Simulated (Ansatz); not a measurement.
**Ti3Ag: equation of state**

An exercise on one series of results from a longer session: the logs are not shown, and one member is left open.

Computed with Ansatz 0.2.0 (DFT LDA, scalar-relativistic, unless a step's input says otherwise).

## The structure to begin with

Symmetry: P4/mmm, No. 123, tetragonal system. Conventional cell: a = 4.187 Å, b = 4.187 Å, c = 3.950 Å, α = 90.00°, β = 90.00°, γ = 90.00°. Ti (site symmetry mmm) has 8 Ti at 2.88 to 2.96 Å and 4 Ag at 2.88 Å in its first shell of neighbours. Ti (site symmetry 4/mmm) is surrounded by 8 Ti at 2.88 Å and 4 Ag at 2.96 Å. Ag (site symmetry 4/mmm) is surrounded by 12 Ti at 2.88 to 2.96 Å.

Structure file:

```cif
data_structure
_symmetry_space_group_name_H-M 'P 1'
_symmetry_Int_Tables_number 1
_cell_length_a 4.1870
_cell_length_b 4.1870
_cell_length_c 3.9500
_cell_angle_alpha 90.000
_cell_angle_beta 90.000
_cell_angle_gamma 90.000
_cell_volume 69.25
loop_
_atom_site_label
_atom_site_type_symbol
_atom_site_fract_x
_atom_site_fract_y
_atom_site_fract_z
_atom_site_occupancy
Ti1 Ti 0.00000 0.50000 0.50000 1
Ti2 Ti 0.50000 0.00000 0.50000 1
Ti3 Ti 0.50000 0.50000 0.00000 1
Ag1 Ag 0.00000 0.00000 0.00000 1
```

Atoms are numbered in the order of the input: Ti1, Ti2, Ti3, Ag4.

The first run:

The input, input.yaml:

```yaml
crystal:
  lattice:
    - [4.1015270372, 0.0, 0.0]
    - [0.0, 4.1015270372, 0.0]
    - [0.0, 0.0, 3.8693651294]
  atoms:
    - { symbol: Ti, position: [0.0, 0.5, 0.5] }
    - { symbol: Ti, position: [0.5, 0.0, 0.5] }
    - { symbol: Ti, position: [0.5, 0.5, 0.0] }
    - { symbol: Ag, position: [0.0, 0.0, 0.0] }
kpoints:
  mp_grid: { grid: [9, 9, 9] }
  band_path:
    path:
      - [0.0, 0.0, 0.0]
      - [0.0, 0.5, 0.0]
      - [0.5, 0.5, 0.0]
      - [0.0, 0.0, 0.0]
      - [0.0, 0.0, 0.5]
      - [0.0, 0.5, 0.5]
      - [0.5, 0.5, 0.5]
      - [0.0, 0.0, 0.5]
      - [0.0, 0.5, 0.0]
    npoints: 5
scf:
  occupations: { method: fermi_dirac, width: 0.08 }
hamiltonian:
  xc: lda
  pseudopotentials: { kind: all_electron, lapw: { basis_error: 0.0005 } }
output:
  forces: true
  stress: true
  eigenvalues: true
```

Started as:

```console
$ ansatz run input.yaml --threads 1 --pin off --max-ram 4096MiB --backend cpu --events-out ev --progress --plain --runs-dir out
```

Steps of the session up to this table: Volume × 0.94, LAPW; Volume × 0.94, PAW; Volume × 0.94, crystal datasets; Volume × 0.98, LAPW; Volume × 0.98, PAW; Volume × 0.98, crystal datasets; Volume × 1.01, LAPW; Volume × 1.01, PAW; Volume × 1.01, crystal datasets; Volume × 1.04, LAPW; Volume × 1.04, PAW; Volume × 1.04, crystal datasets.

One table of the session follows, with a row left open; its other results are not shown here.

It belongs to the step «The equation of state». 

```
          method  volume (Å³/atom)  pressure (GPa)
            LAPW            16.273           -3.26
            LAPW            16.966               ?
            LAPW            17.485          -10.79
            LAPW            18.004          -13.20
             PAW            16.273           -3.26
             PAW            16.966           -7.92
             PAW            17.485          -10.79
             PAW            18.004          -13.20
crystal datasets            16.273           -3.26
crystal datasets            16.966           -7.92
crystal datasets            17.485          -10.79
crystal datasets            18.004          -13.20
```

**Question.** Estimate the row for LAPW, 16.966.

As computed: pressure (GPa): -7.93. In the column «pressure (GPa)» it lies between crystal datasets, 17.485 (-10.79) and PAW, 16.966 (-7.92).

Limits of these values: Warnings in the runs' records: gradients without spin orbit, crystal datasets made.
